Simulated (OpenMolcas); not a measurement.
# Au⁴⁺ among point charges: CASSCF and CASPT2 levels and susceptibility

Aim: the splitting of the states of Au⁴⁺ in the field of 6 point charges, its lowest levels with spin-orbit coupling and its magnetic susceptibility.

The numbers are computed with OpenMolcas 26.06 (state-averaged CASSCF and CASPT2, spin-orbit coupling by RASSI with atomic mean-field integrals), except any that are marked as measured or tabulated.

### 1 Starting point

* Species: Au⁴⁺ (gold, Z = 79, 75 electrons)
* Basis: ANO-RCC-VDZP [7s6p4d2f], 59 functions
* Scalar Hamiltonian: DKH2, point nucleus
* Inactive shells: 1s 2s 2p 3s 3p 3d 4s 4p 4d 4f 5s 5p
* Active space: 7 electrons in 5 orbitals (5d)
* Some configurations of this space: 5d7
* Orbitals: optimised for each spin and parity, averaged over all roots

Outer shells as boxes (Hund's rule):

5d7
```
5d [↑↓][↑↓][↑ ][↑ ][↑ ]
```

The ion sits among 6 point charges of -1.7 e arranged as a tetragonal octahedron (D4h), 2.12 Å from the ion, with the axial distance 1.929 Å.

The work runs as a chain of OpenMolcas steps in one folder; each step below is one input file. Labels, J, g values, rates, χT and fits are worked out afterwards by a script from the matrices that RASSI stores. The input lists half of the charges; inversion (Group=XYZ) makes the rest.

### 2 One- and two-electron integrals

a.inp

```
&GATEWAY
Coord
1

Au 0.0 0.0 0.0
Basis=ANO-RCC-VDZP
Group=XYZ
NoMove
AngMom=0.0 0.0 0.0
AMFI
XField
3 Angstrom 0
2.120000 0.000000 0.000000 -1.700000
0.000000 2.120000 0.000000 -1.700000
0.000000 0.000000 1.929200 -1.700000
&SEWARD
```

Run with:

```bash
OMP_NUM_THREADS=1 MOLCAS_MEM=1689 MOLCAS_PROJECT=a pymolcas a.inp > a.log
```

Standard output:

```text
Basis set label: AU.ANO-RCC...7S6P4D2F.

      Electronic valence basis set:
      ------------------
      Associated Effective Charge  79.000000 au
      Associated Actual Charge     79.000000 au
      Nuclear Model: Point charge

      Shell  nPrim  nBasis  Cartesian Spherical Contaminant
         s      24       7        X
         p      21       6        X
         d      15       4                 X
         f      11       2                 X
                  Relativistic Douglas-Kroll-Hess integrals:
                    - DKH order of Hamiltonian: 2
                    - DKH order of Properties : 0
                  Atomic mean-field integrals
```

### 3 CASSCF: quartets of even parity, 10 roots

a.inp

```
&RASSCF
FileOrb=start.orb
Symmetry=1
Spin=4
nActEl=7 0 0
Inactive=15 19
Ras2=5 0
CIRoot=10 10 1
SDav=10
CIMx=300
Iter=120 100
PrWF=0.3
OrbListing=Nothing
MaxOrb=0
>>> COPY $Project.JobIph JOB001
```

start.orb holds the contracted functions of the basis, ordered by shell, or the orbitals of the step before.

Standard output, cut to the lines that bear on the results:

```text
[...]
      Number of active orbitals                  5
[...]
      Spin quantum number                      1.5
[...]
      Active orbitals                            5   0
[...]
      Number of CSFs                            10
      Number of root(s) required                10
[...]
      Convergence after  9 iterations
[...]
      Natural orbitals and occupation numbers for root  1
      sym 1:   1.903373   1.096627   1.000000   1.903373   1.096627
      Natural orbitals and occupation numbers for root  2
      sym 1:   1.903373   1.903373   1.000000   1.096627   1.096627
      Natural orbitals and occupation numbers for root  3
      sym 1:   1.184850   1.184850   1.000000   1.815150   1.815150
::    RASSCF root number  1 Total energy: -19000.39043164
::    RASSCF root number  2 Total energy: -19000.39043164
::    RASSCF root number  3 Total energy: -19000.38394258
[...]
::    RASSCF root number  7 Total energy: -19000.33484848
::    RASSCF root number  8 Total energy: -19000.31631419
::    RASSCF root number  9 Total energy: -19000.29242264
::    RASSCF root number 10 Total energy: -19000.29242264
```

### 4 CASSCF: doublets of even parity, 40 roots

a.inp

```
&RASSCF
FileOrb=start.orb
Symmetry=1
Spin=2
nActEl=7 0 0
Inactive=15 19
Ras2=5 0
CIRoot=40 40 1
SDav=40
CIMx=300
Iter=120 100
PrWF=0.3
OrbListing=Nothing
MaxOrb=0
>>> COPY $Project.JobIph JOB002
```

Standard output, cut to the lines that bear on the results:

```text
[...]
      Number of active orbitals                  5
[...]
      Spin quantum number                      0.5
[...]
      Active orbitals                            5   0
[...]
      Number of CSFs                            40
      Number of root(s) required                40
[...]
      Convergence after  7 iterations
[...]
      Natural orbitals and occupation numbers for root  1
      sym 1:   0.138508   1.012497   1.936682   1.956157   1.956157
      Natural orbitals and occupation numbers for root  2
      sym 1:   1.028616   0.285152   1.964054   1.861089   1.861089
      Natural orbitals and occupation numbers for root  3
      sym 1:   0.280978   1.827112   1.064916   1.913497   1.913497
::    RASSCF root number  1 Total energy: -19000.33825845
::    RASSCF root number  2 Total energy: -19000.31993438
::    RASSCF root number  3 Total energy: -19000.31725340
[...]
::    RASSCF root number 27 Total energy: -19000.24786885
::    RASSCF root number 28 Total energy: -19000.24786885
::    RASSCF root number 29 Total energy: -19000.21195046
::    RASSCF root number 30 Total energy: -19000.21089464
```

### 5 State interaction with spin-orbit coupling

a.inp

```
&RASSI
NrOfJobIphs=2 10 40
1 2 3 4 5 6 7 8 9 10
1 2 3 4 5 6 7 8 9 10 11 12 13 14 15 16 17 18 19 20 21 22 23 24 25 26 27
28 29 30 31 32 33 34 35 36 37 38 39 40
IphNames
JOB001
JOB002
EJob
SpinOrbit
DIPRint=1.0
SOCoupling=1000.0
Subsets=2
Property=9
'ANGMOM' 1 'ANGMOM' 2 'ANGMOM' 3 'MLTPL  1' 1 'MLTPL  1' 2 'MLTPL  1' 3
'AMFI' 1 'AMFI' 2 'AMFI' 3
SOProperty=3
'ANGMOM' 1 'ANGMOM' 2 'ANGMOM' 3
```

Standard output:

```text
SPIN-FREE ENERGIES:
  (Shifted by EMIN (a.u.) =     -19000.3904316384)

 SF State       Relative EMIN(au)   Rel lowest level(eV)    D:o, cm**(-1)      L_eff

     1             0.0000000000        0.0000000000              0.0000         3.0
     2             0.0000000000        0.0000000000              0.0000         3.0
     3             0.0064890631        0.1765764034           1424.1847         3.0
     4             0.0243994534        0.6639429502           5355.0610         3.0
     5             0.0243994534        0.6639429502           5355.0610         3.0
     6             0.0306270286        0.8334039060           6721.8558         3.0
    11             0.0521731847        1.4197046808          11450.6905         4.0
     7             0.0555831552        1.5124947047          12199.0925         3.0
    12             0.0704972598        1.9183281669          15472.3601         4.0
    13             0.0731782337        1.9912811820          16060.7659         3.9
     8             0.0741174446        2.0168384132          16266.8988         1.0
    14             0.0757019405        2.0599547428          16614.6555         4.4
    15             0.0757019405        2.0599547428          16614.6555         4.4
    16             0.0846517893        2.3034925339          18578.9202         3.9
    17             0.0846517893        2.3034925339          18578.9202         3.9
    18             0.0889372499        2.4201058579          19519.4701         4.3
    19             0.0940393042        2.5589398287          20639.2416         3.0
    20             0.0940393049        2.5589398492          20639.2418         3.0
    10             0.0980090026        2.6669608245          21510.4897         1.1
     9             0.0980090026        2.6669608245          21510.4897         1.1
    21             0.0980927187        2.6692388552          21528.8633         4.0
    22             0.1028657110        2.7991185929          22576.4140         4.1
    23             0.1122536867        3.0545784258          24636.8365         4.4
    24             0.1122536867        3.0545784258          24636.8365         4.4
    25             0.1140323536        3.1029784181          25027.2088         4.7
    26             0.1170768644        3.1858237790          25695.4017         4.0
    27             0.1174691453        3.1964982858          25781.4974         4.0
    28             0.1204066025        3.2764305677          26426.1947         4.2
    29             0.1204066025        3.2764305677          26426.1947         4.2
    30             0.1264734286        3.4415173147          27757.7091         4.5
    31             0.1271756739        3.4606263835          27911.8341         2.7
    32             0.1338094742        3.6411412849          29367.7850         3.1
    33             0.1338094742        3.6411412849          29367.7850         3.1
    34             0.1347472568        3.6666596495          29573.6045         3.7
    35             0.1382434076        3.7617947598          30340.9209         3.5
    36             0.1392006113        3.7878415989          30551.0028         2.8
    37             0.1425627834        3.8793309635          31288.9143         4.5
    38             0.1425627834        3.8793309635          31288.9143         4.5
    39             0.1784811790        4.8567202991          39172.0910         3.1
    40             0.1795370027        4.8854507248          39403.8175         2.9
Eigenvalues of complex Hamiltonian:
   -----------------------------------
  (Shifted by EMIN (a.u.) =     -19000.3904316384)

 SO State       Relative EMIN(au)   Rel lowest level(eV)    D:o, cm**(-1)     J-value

     1            -0.0560682753        0.0000000000              0.0000         2.3
     2            -0.0560682753        0.0000000000              0.0000         2.3
     3            -0.0507159313        0.1456446994           1174.7037         4.0
     4            -0.0507159313        0.1456446994           1174.7037         4.0
     5            -0.0503616443        0.1552853403           1252.4607         3.9
     6            -0.0503616443        0.1552853403           1252.4607         3.9
     7            -0.0412001570        0.4045821102           3263.1748         3.9
     8            -0.0412001570        0.4045821102           3263.1748         3.9
     9            -0.0407986260        0.4155083239           3351.3006         3.2
    10            -0.0407986260        0.4155083239           3351.3006         3.2
    11             0.0004252343        1.5372667102          12398.8922         2.0
    12             0.0004252343        1.5372667102          12398.8922         2.0
    13             0.0056993330        1.6807822465          13556.4231         2.3
    14             0.0056993330        1.6807822465          13556.4231         2.3
    15             0.0077547444        1.7367128398          14007.5337         2.5
    16             0.0077547444        1.7367128398          14007.5337         2.5
    17             0.0137569623        1.9000415087          15324.8683         2.8
    18             0.0137569623        1.9000415087          15324.8683         2.8
    19             0.0164595608        1.9735829629          15918.0201         2.2
    20             0.0164595608        1.9735829629          15918.0201         2.2
    21             0.0193889886        2.0532967517          16560.9552         2.5
    22             0.0193889886        2.0532967517          16560.9552         2.5
    23             0.0215302578        2.1115636548          17030.9094         2.0
    24             0.0215302578        2.1115636548          17030.9094         2.0
    25             0.0303607043        2.3518523471          18968.9684         2.5
    26             0.0303607043        2.3518523471          18968.9684         2.5
    27             0.0331519920        2.4278071545          19581.5853         1.8
    28             0.0331519920        2.4278071545          19581.5853         1.8
    29             0.0467471306        2.7977497211          22565.3733         3.4
    30             0.0467471306        2.7977497211          22565.3733         3.4
    31             0.0514733240        2.9263559969          23602.6529         2.9
    32             0.0514733240        2.9263559969          23602.6529         2.9
    33             0.0546416004        3.0125691900          24298.0092         3.2
    34             0.0546416004        3.0125691900          24298.0092         3.2
    35             0.0571371687        3.0804770614          24845.7231         3.2
    36             0.0571371687        3.0804770614          24845.7231         3.2
    37             0.0601008784        3.1611237098          25496.1822         3.0
    38             0.0601008784        3.1611237098          25496.1822         3.0
    39             0.0626157549        3.2295569877          26048.1338         2.6
    40             0.0626157549        3.2295569877          26048.1338         2.6
    41             0.0637809592        3.2612638119          26303.8666         2.4
Weights of the five most important spin-orbit-free states for each spin-orbit state.

 SO State  Total energy (au)           Spin-free states, spin, and weights
 -------------------------------------------------------------------------------------------------------
    1        -0.056068       2 1.5  0.3656    1 1.5  0.3656    3 1.5  0.0622   21 0.5  0.0548    4 1.5  0.0392
    2        -0.056068       2 1.5  0.3656    1 1.5  0.3656    3 1.5  0.0622   21 0.5  0.0548    4 1.5  0.0392
    3        -0.050716       1 1.5  0.1807    2 1.5  0.1807    6 1.5  0.1593    3 1.5  0.1481   11 0.5  0.0906
    4        -0.050716       1 1.5  0.1807    2 1.5  0.1807    6 1.5  0.1593    3 1.5  0.1481   11 0.5  0.0906
    5        -0.050362       3 1.5  0.3142    2 1.5  0.1490    1 1.5  0.1490    5 1.5  0.0887    4 1.5  0.0887
    6        -0.050362       3 1.5  0.3142    2 1.5  0.1490    1 1.5  0.1490    5 1.5  0.0887    4 1.5  0.0887
    7        -0.041200       4 1.5  0.1894    5 1.5  0.1894    3 1.5  0.1518    7 1.5  0.1079   13 0.5  0.0901
    8        -0.041200       4 1.5  0.1894    5 1.5  0.1894    3 1.5  0.1518    7 1.5  0.1079   13 0.5  0.0901
    9        -0.040799       6 1.5  0.1409    3 1.5  0.1149    7 1.5  0.1095    2 1.5  0.1093    1 1.5  0.1093
   10        -0.040799       6 1.5  0.1409    3 1.5  0.1149    7 1.5  0.1095    2 1.5  0.1093    1 1.5  0.1093
   11         0.000425       2 1.5  0.2472    1 1.5  0.2472   19 0.5  0.0711   20 0.5  0.0711    8 1.5  0.0664
   12         0.000425       2 1.5  0.2472    1 1.5  0.2472   19 0.5  0.0711   20 0.5  0.0711    8 1.5  0.0664
```

These steps took 11 s in all on 1 thread, shared host.

Spin-free states, with their symmetry labels:

```csv
state,degeneracy,E (cm-1),free-ion L (%)
4E,2,0,F (97)
4A2,1,1424,F (100)
4E,2,5355,F (98)
4B2,1,6722,F (100)
2B1,1,11451,G (53)
4B1,1,12199,F (100)
2A1,1,15472,G (62)
2B2,1,16061,G (68)
4A2,1,16267,P (100)
2E,2,16615,G (63)
2E,2,18579,G (90)
2A2,1,19519,G (70)
2E,2,20639,P (55)
4E,2,21510,P (95)
2A1,1,21529,G (98)
2A2,1,22576,H (67)
2E,2,24637,H (72)
2B2,1,25027,H (71)
2B1,1,25695,H (56)
2A2,1,25781,H (57)
2E,2,26426,H (57)
2A1,1,27758,H (72)
2B2,1,27912,D (77)
2E,2,29368,D (58)
```

With spin-orbit coupling:

```tsv
E (cm-1)	Degeneracy	Label	2S+1	g
0.0	2	E1/2	4	1.92 1.92 9.78
1175	2	E3/2	4	0.12 5.43 5.43
1252	2	E1/2	4	1.44 3.05 3.05
3263	2	E3/2	4	1.98 5.15 5.15
3351	2	E1/2	4	1.45 1.45 6.45
12399	2	E3/2	4	0.13 1.62 1.62
13556	2	E1/2	4	1.44 2.43 2.43
14008	2	E3/2	4	0.97 2.45 2.45
15325	2	E3/2	4	0.54 0.54 2.00
15918	2	E1/2	4	1.12 1.12 5.66
16561	2	E1/2	4	1.70 1.70 3.00
17031	2	E3/2	4	0.79 0.79 3.95
18969	2	E1/2	4	0.34 1.44 1.44
19582	2	E3/2	4	0.93 0.93 2.45
22565	2	E3/2	2	1.32 1.32 4.00
23603	2	E3/2	2	1.55 2.19 2.19
24298	2	E1/2	2	2.49 2.49 2.92
24846	2	E3/2	4	0.57 0.57 3.64
25496	2	E1/2	2	0.53 0.53 1.90
26048	2	E3/2	4	0.58 0.58 2.61
26304	2	E1/2	4	1.34 2.37 2.37
27284	2	E1/2	4	0.36 1.02 1.02
28587	2	E1/2	2	0.26 0.26 7.44
29625	2	E3/2	4	0.63 0.63 6.93
```

The table of states holds 24 of 37 computed; the rest, higher up, is left out. Principal g values are given for doublets only; a zero marks a field direction without first-order Zeeman splitting.

Powder χT (cm³ K/mol): 3.22 at 2 K, 3.23 at 5 K, 3.24 at 10 K, 3.26 at 20 K, 3.32 at 50 K, 3.42 at 100 K, 3.52 at 150 K, 3.61 at 200 K, 3.71 at 250 K, 3.81 at 300 K.

### 6 CASPT2: IPEA 0.25, imaginary shift 0.1 (closed shells correlated: 5s 5p)

a.inp

```
>>> COPY JOB001 $Project.JobIph
&CASPT2
Multistate=10 1 2 3 4 5 6 7 8 9 10
NoMult
Frozen=14 16
IPEA=0.25
Imaginary=0.1
MaxIter=60
WThr=0.0 0.3 0.05
PrWF=0.5
NoMix
>>> COPY JOB002 $Project.JobIph
&CASPT2
Multistate=40 1 2 3 4 5 6 7 8 9 10 11 12 13 14 15 16 17 18 19 20 21 22
23 24 25 26 27 28 29 30 31 32 33 34 35 36 37 38 39 40
NoMult
Frozen=14 16
IPEA=0.25
Imaginary=0.1
MaxIter=60
WThr=0.0 0.3 0.05
PrWF=0.5
NoMix
```

Standard output, cut to the lines that bear on the results:

```text
[...]
      Active orbitals                            5   0
[...]
      E2 (Variational):          -0.2084237440
      Total energy:          -19000.5988553823
[...]
::    CASPT2 Root  1     Total energy: -19000.59885538
::    CASPT2 Root  2     Total energy: -19000.59885547
[...]
::    CASPT2 Root 27     Total energy: -19000.45946881
::    CASPT2 Root 28     Total energy: -19000.45946881
::    CASPT2 Root 29     Total energy: -19000.43218807
::    CASPT2 Root 30     Total energy: -19000.43234388
```

This run took 4.1 s in all on 1 thread, shared host.

SS-CASPT2: lowest energy less the reference's lowest, -0.2084 hartree; reference weights 0.953 to 0.960.

States without spin-orbit coupling:

```csv
state,degeneracy,E (cm-1),free-ion L (%)
4E,2,0,F (97)
4A2,1,1508,F (100)
4E,2,5581,F (98)
4B2,1,7294,F (100)
2B1,1,10709,G (53)
4B1,1,13106,F (100)
2A1,1,14594,G (62)
4A2,1,14831,P (100)
2B2,1,15421,G (68)
2E,2,15670,G (63)
2E,2,17296,G (90)
2A2,1,18506,G (70)
2E,2,18584,P (55)
4E,2,20338,P (95)
2A1,1,20417,G (98)
2A2,1,21076,H (67)
2E,2,23633,H (72)
2B2,1,24331,H (71)
2B1,1,24397,H (56)
2A2,1,24598,H (57)
2E,2,25173,H (57)
2B2,1,26107,D (77)
2A1,1,26822,H (72)
2E,2,28025,D (58)
```

With spin-orbit coupling:

```
E (cm-1)  Degeneracy  Label  2S+1               g
       0           2   E1/2     4  1.90 1.90 9.78
    1230           2   E3/2     4  0.14 5.39 5.39
    1290           2   E1/2     4  1.47 3.12 3.12
    3350           2   E3/2     4  1.91 5.09 5.09
    3430           2   E1/2     4  1.39 1.39 6.44
   11760           2   E3/2     4  1.04 1.04 1.34
   13220           2   E1/2     4  0.75 2.45 2.45
   13960           2   E3/2     4  1.71 1.71 2.34
   15350           2   E3/2     4  0.84 0.84 2.67
   15990           2   E1/2     4  2.10 2.11 2.11
   16330           2   E1/2     4  0.97 0.97 1.30
   16840           2   E3/2     4  0.54 0.54 4.45
   18370           2   E1/2     4  0.04 1.86 1.86
   18990           2   E3/2     4  1.11 1.11 2.30
   22170           2   E3/2     2  1.23 1.23 4.36
   23000           2   E3/2     4  1.73 1.73 2.06
   23690           2   E1/2     2  1.75 2.91 2.91
   23930           2   E3/2     4  0.35 0.35 3.80
   24670           2   E1/2     2  0.28 0.28 3.18
   25580           2   E3/2     4  0.62 0.62 2.01
   25650           2   E1/2     4  1.92 3.03 3.03
   26620           2   E1/2     4  0.31 0.49 0.49
   27860           2   E1/2     2  0.16 0.16 6.73
   28900           2   E3/2     4  0.58 0.58 6.60
```

Powder χT (cm³ K/mol): 3.22 at 2 K, 3.22 at 5 K, 3.23 at 10 K, 3.25 at 20 K, 3.31 at 50 K, 3.40 at 100 K, 3.50 at 150 K, 3.59 at 200 K, 3.68 at 250 K, 3.78 at 300 K.

### 7 The methods side by side

A. CASSCF
B. SS-CASPT2, IPEA 0.25, imaginary shift 0.1 (closed shells correlated: 5s 5p)

```csv
method,ground state,first state of that spin (cm-1),first gap with spin-orbit (cm-1),χT at 300 K
A,4E,4A2 1424,1174.7,3.81
B,4E,4A2 1508,1229.8,3.78
```

### 8 Summary of results

```
                                            quantity                                                                        value
                                              method  SS-CASPT2, IPEA 0.25, imaginary shift 0.1 (closed shells correlated: 5s 5p)
                              spin-free ground state                                               4E, 2-fold in its orbital part
first state of the same spin within the active space                                                             4A2 at 1510 cm⁻¹
                                        lowest level                                            2-fold E1/2, g = 1.90, 1.90, 9.78
                                          next level                                                                  1229.8 cm⁻¹
                                         χT at 300 K                                                               3.78 cm³ K/mol
                           effective moment at 300 K                                                                      5.49 μB
```

Cost by method:

```csv
method,time of its own steps,time with the reference
A. CASSCF,11 s,11 s
"B. SS-CASPT2, IPEA 0.25, imaginary shift 0.1, +5s 5p",4.1 s,15 s
```

Times are of one thread on a shared host.

The spin-free ground state (4E) comes to 97 % from free-ion F terms and keeps the highest spin of the shell. χT at 300 K is 3.78, against 1.88 cm³ K/mol for the spin alone, so orbital moment adds to it. An active space of the d shell alone favours high spin; real ions in strong fields can be low spin. The field of point charges can differ much from that of real complexes. With metal d orbitals alone active, the gaps between spin states are rough; where two lie within a few thousand cm-1, their order is open. Point charges carry no covalency, so the field is a model and not that of real ligands.
